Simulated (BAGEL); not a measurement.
# HF/6-31G(d) (density fitting with cc-pvqz-jkfit, spherical functions) run of Ge2SiH8 (SMILES [GeH3][SiH2][GeH3])

Aim: the vertical singlet–triplet gap of Ge2SiH8 at HF/6-31G* (density fitting with cc-pvqz-jkfit, spherical functions), from 2 runs. 

Program for the calculation: BAGEL 1.2.2.

## (1) The structure to begin with

The species is Ge2SiH8 (11 atoms), meant as a singlet with charge 0. SMILES: `[GeH3][SiH2][GeH3]`. The shape is that of a PBE0-D4/def2-TZVP optimisation.

Bond lengths: Ge1–Si2 2.379 Å, Si2–Ge3 2.379 Å, Ge1–H4 1.538 Å, Ge1–H5 1.538 Å, Ge1–H6 1.538 Å, Si2–H7 1.489 Å, Si2–H8 1.489 Å, Ge3–H9 1.538 Å, Ge3–H10 1.538 Å, Ge3–H11 1.538 Å. Some angles: Ge1–Si2–Ge3 110.5°, Ge1–Si2–H7 109.5°, Ge1–Si2–H8 109.5°, Ge3–Si2–H7 109.5°, Ge3–Si2–H8 109.5°, Si2–Ge1–H4 111.3°, Si2–Ge1–H5 110.1°, Si2–Ge1–H6 110.1°, Si2–Ge3–H9 110.1°, Si2–Ge3–H10 110.1°.

## (2) A single-point energy at HF/6-31G(d) (density fitting with cc-pvqz-jkfit, spherical functions)

input.json reads:

```json
{ "bagel": [

{
  "title": "molecule",
  "basis": "6-31gs.json",
  "df_basis": "cc-pvqz-jkfit",
  "angstrom": "true",
  "geometry": [
    { "atom": "Ge", "xyz": [      -1.314800,       1.329100,      -0.648100 ] },
    { "atom": "Si", "xyz": [      -0.420300,      -0.850100,      -0.318100 ] },
    { "atom": "Ge", "xyz": [       1.631200,      -0.735900,       0.880400 ] },
    { "atom": "H", "xyz": [      -2.643400,       1.277800,      -1.421300 ] },
    { "atom": "H", "xyz": [      -0.321200,       2.193400,      -1.442700 ] },
    { "atom": "H", "xyz": [      -1.566300,       2.008100,       0.708900 ] },
    { "atom": "H", "xyz": [      -0.189900,      -1.498600,      -1.638400 ] },
    { "atom": "H", "xyz": [      -1.395700,      -1.678400,       0.443000 ] },
    { "atom": "H", "xyz": [       1.405900,      -0.077200,       2.251900 ] },
    { "atom": "H", "xyz": [       2.652000,       0.110600,       0.101200 ] },
    { "atom": "H", "xyz": [       2.227800,      -2.135700,       1.103800 ] }
  ]
},

{
  "title": "hf"
},

{
  "title": "print",
  "file": "orbitals.molden",
  "orbitals": "true"
}

]}
```

The basis set 6-31G* is read from a file made from the Basis Set Exchange's data (not shown).

The run is started by

```console
$ BAGEL_NUM_THREADS=1 BAGEL input.json > input.out
```

The log of the run:

```text
* using 1 threads per process

  ===============================================================
  ===============================================================

  *** Geometry ***

  { "atom" : "Ge", "xyz" : [     -2.484612,      2.511635,     -1.224732 ] },
  { "atom" : "Si", "xyz" : [     -0.794252,     -1.606456,     -0.601122 ] },
  { "atom" : "Ge", "xyz" : [      3.082521,     -1.390649,      1.663715 ] },
  { "atom" : "H", "xyz" : [     -4.995302,      2.414692,     -2.685868 ] },
  { "atom" : "H", "xyz" : [     -0.606980,      4.144925,     -2.726308 ] },
  { "atom" : "H", "xyz" : [     -2.959878,      3.794759,      1.339627 ] },
  { "atom" : "H", "xyz" : [     -0.358859,     -2.831944,     -3.096127 ] },
  { "atom" : "H", "xyz" : [     -2.637491,     -3.171716,      0.837149 ] },
  { "atom" : "H", "xyz" : [      2.656766,     -0.145887,      4.255474 ] },
  { "atom" : "H", "xyz" : [      5.011554,      0.209004,      0.191240 ] },
  { "atom" : "H", "xyz" : [      4.209932,     -4.035888,      2.085880 ] },

  Number of auxiliary basis functions:      992

  Since a DF basis is specified, we compute 2- and 3-index integrals:
    o Being stored without compression. Storage requirement is 0.076 GB

  Number of basis functions:       98
  Number of electrons      :       86

    * METHOD: MOLECULE                             1.34

  *** RHF ***

  === Nuclear Repulsion ===
   475.3641313585

      * DIIS with orbital gradients will be used.

  === RHF iteration (6-31gs.json) ===
      0      -4443.65159236          0.00591104           0.39
      1      -4443.70048412          0.00184034           0.38
      2      -4443.70495590          0.00063085           0.39
      3      -4443.70524963          0.00012190           0.38
      4      -4443.70526482          0.00003741           0.38
      5      -4443.70526695          0.00000497           0.37
      6      -4443.70526702          0.00000113           0.38
      7      -4443.70526702          0.00000021           0.37
      8      -4443.70526702          0.00000006           0.37
      9      -4443.70526702          0.00000002           0.38
     10      -4443.70526702          0.00000001           0.37
    * SCF iteration converged.

    * Permanent dipole moment:
           (    0.025599,     0.050978,     0.019273) a.u.

    * METHOD: HF                                   4.79

    * METHOD: PRINT                                0.01

  ===============================================================
```

It took 6.9 s on 1 thread of Intel Xeon Platinum 8488C (Sapphire Rapids), shared host; peak memory 0.33 GiB.

## (3) The triplet, same level

job.json reads:

```json
{ "bagel": [

{
  "title": "molecule",
  "basis": "6-31gs.json",
  "df_basis": "cc-pvqz-jkfit",
  "angstrom": true,
  "geometry": [
    { "atom": "Ge", "xyz": [   -1.314800,    1.329100,   -0.648100 ] },
    { "atom": "Si", "xyz": [   -0.420300,   -0.850100,   -0.318100 ] },
    { "atom": "Ge", "xyz": [    1.631200,   -0.735900,    0.880400 ] },
    { "atom": "H", "xyz": [   -2.643400,    1.277800,   -1.421300 ] },
    { "atom": "H", "xyz": [   -0.321200,    2.193400,   -1.442700 ] },
    { "atom": "H", "xyz": [   -1.566300,    2.008100,    0.708900 ] },
    { "atom": "H", "xyz": [   -0.189900,   -1.498600,   -1.638400 ] },
    { "atom": "H", "xyz": [   -1.395700,   -1.678400,    0.443000 ] },
    { "atom": "H", "xyz": [    1.405900,   -0.077200,    2.251900 ] },
    { "atom": "H", "xyz": [    2.652000,    0.110600,    0.101200 ] },
    { "atom": "H", "xyz": [    2.227800,   -2.135700,    1.103800 ] }
  ]
},
{
  "title": "uhf",
  "nopen": 2
},
{
  "title": "print",
  "file": "orbitals.molden",
  "orbitals": true
}

]}
```

The basis set 6-31G* is read from a file made from the Basis Set Exchange's data (not shown).

The run is started by

```console
$ BAGEL_NUM_THREADS=1 BAGEL job.json > job.out
```

The log of the run:

```text
* using 1 threads per process

  ===============================================================
  ===============================================================

  *** Geometry ***

  { "atom" : "Ge", "xyz" : [     -2.484612,      2.511635,     -1.224732 ] },
  { "atom" : "Si", "xyz" : [     -0.794252,     -1.606456,     -0.601122 ] },
  { "atom" : "Ge", "xyz" : [      3.082521,     -1.390649,      1.663715 ] },
  { "atom" : "H", "xyz" : [     -4.995302,      2.414692,     -2.685868 ] },
  { "atom" : "H", "xyz" : [     -0.606980,      4.144925,     -2.726308 ] },
  { "atom" : "H", "xyz" : [     -2.959878,      3.794759,      1.339627 ] },
  { "atom" : "H", "xyz" : [     -0.358859,     -2.831944,     -3.096127 ] },
  { "atom" : "H", "xyz" : [     -2.637491,     -3.171716,      0.837149 ] },
  { "atom" : "H", "xyz" : [      2.656766,     -0.145887,      4.255474 ] },
  { "atom" : "H", "xyz" : [      5.011554,      0.209004,      0.191240 ] },
  { "atom" : "H", "xyz" : [      4.209932,     -4.035888,      2.085880 ] },

  Number of auxiliary basis functions:      992

  Since a DF basis is specified, we compute 2- and 3-index integrals:
    o Being stored without compression. Storage requirement is 0.076 GB

  Number of basis functions:       98
  Number of electrons      :       86

    * METHOD: MOLECULE                             1.51

  *** Open-shell HF ***

  === Nuclear Repulsion ===
   475.3641313585

      * DIIS with orbital gradients will be used.

  === UHF iteration (6-31gs.json) ===
      0      -4443.38724416          0.01142844           0.99
      1      -4443.44720680          0.00440158           0.84
      2      -4443.45574294          0.00153652           0.88
      3      -4443.45781785          0.00083102           0.78
      4      -4443.45884575          0.00034456           0.79
      5      -4443.45924024          0.00021005           0.83
      6      -4443.45967371          0.00009270           0.81
      7      -4443.45976203          0.00006467           0.89
      8      -4443.45983461          0.00003034           0.92
      9      -4443.45984659          0.00001432           0.91
[... 17 lines of this table left out ...]
     27      -4443.45984896          0.00000002           0.91
     28      -4443.45984896          0.00000002           0.92
     29      -4443.45984896          0.00000002           0.89
     30      -4443.45984896          0.00000001           0.89
    * SCF iteration converged.

    * S^2 (UHF) is 2.0147

    * Permanent dipole moment:
           (   -0.054586,    -0.104413,    -0.040611) a.u.

    * METHOD: UHF                                 27.61

    * METHOD: PRINT                                0.02

  ===============================================================
```

Wall time 30 s (1 thread of Intel Xeon Platinum 8488C (Sapphire Rapids), shared host); peak memory 0.33 GiB.

## (4) Results

At HF/6-31G* (density fitting with cc-pvqz-jkfit, spherical functions):

| quantity | value |
| --- | --- |
| singlet: total energy | -4443.70527 Eh |
| singlet: dipole moment | 0.15 D |
| singlet: HOMO energy | -10.26 eV |
| singlet: LUMO energy | 3.14 eV |
| singlet: HOMO–LUMO gap | 13.39 eV |
| triplet: total energy | -4443.45985 Eh |
| triplet: dipole moment | 0.32 D |
| triplet: ⟨S²⟩ | 2.015 |
| vertical energy of the triplet above the singlet | 6.678 eV |

What this shows: At this shape the triplet lies 6.68 eV (154 kcal/mol) above the singlet.
